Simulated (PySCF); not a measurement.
# TiBr: bond curves at several levels of theory

One table from this session's results is given with a row withheld; the runs are named, their logs left out.

Computed with PySCF 2.14.0. Level: Ti def2-TZVPP, Br def2-TZVPP, no relativity.

The first run:

Settings of the job:

| Property | Result |
| --- | --- |
| atoms | Ti, Br |
| charge | 0 |
| basis | Ti def2-TZVPP, Br def2-TZVPP |
| Hamiltonian | no relativity |
| basis functions | 112 |
| electrons treated | 57 |
| masses in u | 47.9479, 78.9183 |
| levels | PBE0, PBE, r²SCAN, BP86, BLYP, PBEsol, TPSSh, ωB97X-V, HF, MP2, SCS-MP2 |
| grid | 80 radial by 434 angular points |
| occupations | held fixed by the projection of orbital angular momentum |
| dissociation limit | Ti + Br, each in its ground configuration |
| starting distance in angstrom | 2.380 |
| values of 2S to try | 1, 3, 5 |

Command:

```bash
$ OMP_NUM_THREADS=2 python dia.py task.json out
```

Among the steps run: Set-up; First curve: PBE0; Excited determinants; PBE (GGA); r²SCAN (meta-GGA); BP86 (GGA); BLYP (GGA); PBEsol; TPSSh (hybrid meta-GGA); ωB97X-V (range-separated hybrid); UHF (mean field).

One table of the session follows, with a row left open; its other results are not shown here.

Energy (eV) from each level's lowest point:

| R (Å) | UHF | UHF-MP2 | UHF-SCS-MP2 | PBE | PBEsol |
| --- | --- | --- | --- | --- | --- |
| 2.082 | 1.650 | 0.997 | 1.138 | 0.814 | 0.699 |
| 2.179 | 0.890 | 0.461 | 0.550 | 0.341 | 0.267 |
| 2.276 | 0.412 | 0.157 | 0.207 | 0.093 | 0.056 |
| 2.348 | n/a | n/a | n/a | 0.013 | 0.000 |
| 2.421 | 0.061 | 0.000 | 0.004 | 0.000 | 0.009 |
| 2.494 | 0.000 | 0.013 | 0.000 | 0.037 | 0.065 |
| 2.591 | 0.001 | 0.095 | 0.062 | 0.143 | 0.193 |
| 2.712 | ? | ? | ? | ? | ? |
| 2.857 | 0.290 | 0.535 | 0.466 | 0.608 | 0.705 |
| 3.050 | 0.625 | 0.939 | 0.852 | 0.999 | 1.120 |

**Question.** Estimate the row for R (Å) = 2.712.

Worked estimate for «UHF». A straight line through the neighbours (2.591, 0.001) and (2.857, 0.290) gives 0.001 + (0.290 − 0.001) × (2.712 − 2.591) / (2.857 − 2.591) = 0.132; a parabola fitted to 4 rows on both sides gives 0.105.

As computed: UHF: 0.094; UHF-MP2: 0.267; UHF-SCS-MP2: 0.215; PBE: 0.333; PBEsol: 0.407. In «UHF» the line misses by +0.038 and the parabola by +0.011.

To keep in mind: The state is the lowest single determinant that the PBE0 search found; with open d or f shells the true ground state can be another one.
